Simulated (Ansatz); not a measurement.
# Na2MgPdC6N6: the cost of one run

Computed with Ansatz 0.2.0 (DFT PBE, scalar-relativistic, plane waves, PAW, unless a step's input says otherwise).

### Step 1. The system as given

Symmetry: Fm-3m, No. 225, cubic system. Conventional cell: a = 10.360 Å, b = 10.360 Å, c = 10.360 Å, α = 90.00°, β = 90.00°, γ = 90.00°. Around Na (site symmetry -43m) lie 12 N at 3.71 Å and 12 C at 3.71 Å. Mg (site symmetry m-3m) has 6 C at 1.98 Å in its first shell of neighbours. Around Pd (site symmetry m-3m) lie 6 N at 2.03 Å. C (site symmetry 4mm) has 1 N at 1.17 Å and 1 Mg at 1.98 Å in its first shell of neighbours. N (site symmetry 4mm) is surrounded by 1 C at 1.17 Å and 1 Pd at 2.03 Å.

Structure file:

```
CELL_PARAMETERS angstrom
0.00000 5.18000 5.18000
5.18000 0.00000 5.18000
5.18000 5.18000 0.00000
ATOMIC_POSITIONS crystal
Na 0.25000 0.25000 0.25000
Na 0.75000 0.75000 0.75000
Mg 0.00000 0.00000 0.00000
Pd 0.50000 0.50000 0.50000
C 0.80888 0.19112 0.19112
C 0.19112 0.80888 0.19112
C 0.19112 0.19112 0.80888
C 0.19112 0.80888 0.80888
C 0.80888 0.19112 0.80888
C 0.80888 0.80888 0.19112
N 0.69595 0.30405 0.30405
N 0.30405 0.69595 0.30405
N 0.30405 0.30405 0.69595
N 0.30405 0.69595 0.69595
N 0.69595 0.30405 0.69595
N 0.69595 0.69595 0.30405
```

The cell is invented: cyanide-bridged rock-salt net of two metals, 2 guest cations a cell (Fm-3m, No. 225). Lengths come from tabulated atomic sizes and are only a guess.

### Step 2. Probe: one point on a coarse mesh

The input, input.yaml:

```yaml
crystal:
  lattice:
    - [0.0, 5.18, 5.18]
    - [5.18, 0.0, 5.18]
    - [5.18, 5.18, 0.0]
  atoms:
    - { symbol: Na, position: [0.25, 0.25, 0.25] }
    - { symbol: Na, position: [0.75, 0.75, 0.75] }
    - { symbol: Mg, position: [0.0, 0.0, 0.0] }
    - { symbol: Pd, position: [0.5, 0.5, 0.5] }
    - { symbol: C, position: [0.80888031, 0.19111969, 0.19111969] }
    - { symbol: C, position: [0.19111969, 0.80888031, 0.19111969] }
    - { symbol: C, position: [0.19111969, 0.19111969, 0.80888031] }
    - { symbol: C, position: [0.19111969, 0.80888031, 0.80888031] }
    - { symbol: C, position: [0.80888031, 0.19111969, 0.80888031] }
    - { symbol: C, position: [0.80888031, 0.80888031, 0.19111969] }
    - { symbol: "N", position: [0.69594595, 0.30405405, 0.30405405] }
    - { symbol: "N", position: [0.30405405, 0.69594595, 0.30405405] }
    - { symbol: "N", position: [0.30405405, 0.30405405, 0.69594595] }
    - { symbol: "N", position: [0.30405405, 0.69594595, 0.69594595] }
    - { symbol: "N", position: [0.69594595, 0.30405405, 0.69594595] }
    - { symbol: "N", position: [0.69594595, 0.69594595, 0.30405405] }
basis:
  ecutwfc: 420
kpoints:
  mp_grid: { grid: [4, 4, 4] }
hamiltonian:
  xc: pbe
scf:
  occupations: { method: gaussian, width: 0.1 }
  lower_state_search: "off"
output:
  forces: true
  stress: true
  eigenvalues: true
```

Launch:

```
$ ansatz run input.yaml --threads 1 --pin off --max-ram 2560MiB --backend cpu --events-out ev --progress --plain --runs-dir out
```

**Question.** How long does this run take on 1 thread of Intel Xeon Platinum 8175M at 2.50GHz (Skylake/Cascade Lake), shared host, and how much memory does it need?

About 10 s, with a peak of 0.63 GiB.
